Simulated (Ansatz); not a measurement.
# MgS: response to strain

Aim: deform MgS (equal xx and yy strain of -2 %) and compute stress, forces and field gradients with LAPW, PAW and all-electron datasets made for the crystal.

Program: Ansatz 0.2.0. Level of theory: DFT PBEsol, scalar-relativistic. These are calculated values, not measurements.

### Step 1. The starting structure

The structure is cubic, space group Fm-3m (No. 225). Conventional cell: a = 5.203 Å, b = 5.203 Å, c = 5.203 Å, α = 90.00°, β = 90.00°, γ = 90.00°. Around Mg (site symmetry m-3m) lie 6 S at 2.60 Å. S (site symmetry m-3m) is surrounded by 6 Mg at 2.60 Å.

Structure file:

```
CELL_PARAMETERS angstrom
0.00000 2.60165 2.60165
2.60165 0.00000 2.60165
2.60165 2.60165 0.00000
ATOMIC_POSITIONS crystal
Mg 0.00000 0.00000 0.00000
S 0.50000 0.50000 0.50000
```

Atoms are numbered in the order of the input: Mg1, S2.

### Step 2. After the deformation

Space group Fm-3m before, I4/mmm after.

### Step 3. LAPW, all electrons

input.yaml reads:

```yaml
crystal:
  lattice:
    - [0.0, 2.549617, 2.60165]
    - [2.549617, 0.0, 2.60165]
    - [2.549617, 2.549617, 0.0]
  atoms:
    - { symbol: Mg, position: [0.0, 0.0, 0.0] }
    - { symbol: S, position: [0.5, 0.5, 0.5] }
kpoints:
  mp_grid: { grid: [10, 10, 10] }
  band_path:
    path:
      - [0.0, 0.0, 0.0]
      - [0.0, 0.5, 0.5]
      - [0.25, 0.75, 0.5]
      - [0.0, 0.5, 0.0]
      - [0.0, 0.0, 0.0]
      - [0.5, 0.5, 0.0]
      - [0.37005, 0.62995, 0.0]
      - [-0.37005, 0.37005, 0.0]
      - [0.0, 0.0, 0.0]
    npoints: 5
scf:
  occupations: { method: fermi_dirac, width: 0.03 }
hamiltonian:
  xc: pbesol
  pseudopotentials: { kind: all_electron, lapw: { basis_error: 0.00025 } }
output:
  forces: true
  stress: true
  eigenvalues: true
```

Started as:

```console
ansatz run input.yaml --threads 1 --pin off --max-ram 3072MiB --backend cpu --events-out ev --progress --plain --runs-dir out
```

### Step 4. Frozen-core PAW

input.yaml reads:

```yaml
crystal:
  lattice:
    - [0.0, 2.549617, 2.60165]
    - [2.549617, 0.0, 2.60165]
    - [2.549617, 2.549617, 0.0]
  atoms:
    - { symbol: Mg, position: [0.0, 0.0, 0.0] }
    - { symbol: S, position: [0.5, 0.5, 0.5] }
kpoints:
  mp_grid: { grid: [10, 10, 10] }
scf:
  occupations: { method: fermi_dirac, width: 0.03 }
hamiltonian:
  xc: pbesol
  pseudopotentials: { kind: paw }
output:
  forces: true
  stress: true
  eigenvalues: true
  efg: { contact_densities: true }
```

### Step 5. All-electron PAW on datasets made for the crystal

input.yaml: that of step 4 with these lines changed.

```diff
@@ -14,3 +14,3 @@
   xc: pbesol
-  pseudopotentials: { kind: paw }
+  pseudopotentials: { kind: all_electron, datasets: crystal }
 output:
```

(Steps that only read results are left out.)

What does the calculation give? Wanted: pressure; largest shear or deviatoric stress.

The runs gave:

```
                                 quantity                                           value
                                 pressure  LAPW 2.37, PAW 2.40, crystal datasets 2.37 GPa
largest shear or deviatoric stress (LAPW)                                        1.70 GPa
```

The largest part of the stress beyond the pressure is 1.70 GPa in size, in the zz component; the atoms are carried along and not relaxed. No run of the undeformed cell stands beside it, so the pressure holds what the given cell had before the change. PAW: stress within 0.02 GPa of LAPW. Crystal datasets: stress within 0.01 GPa of LAPW.
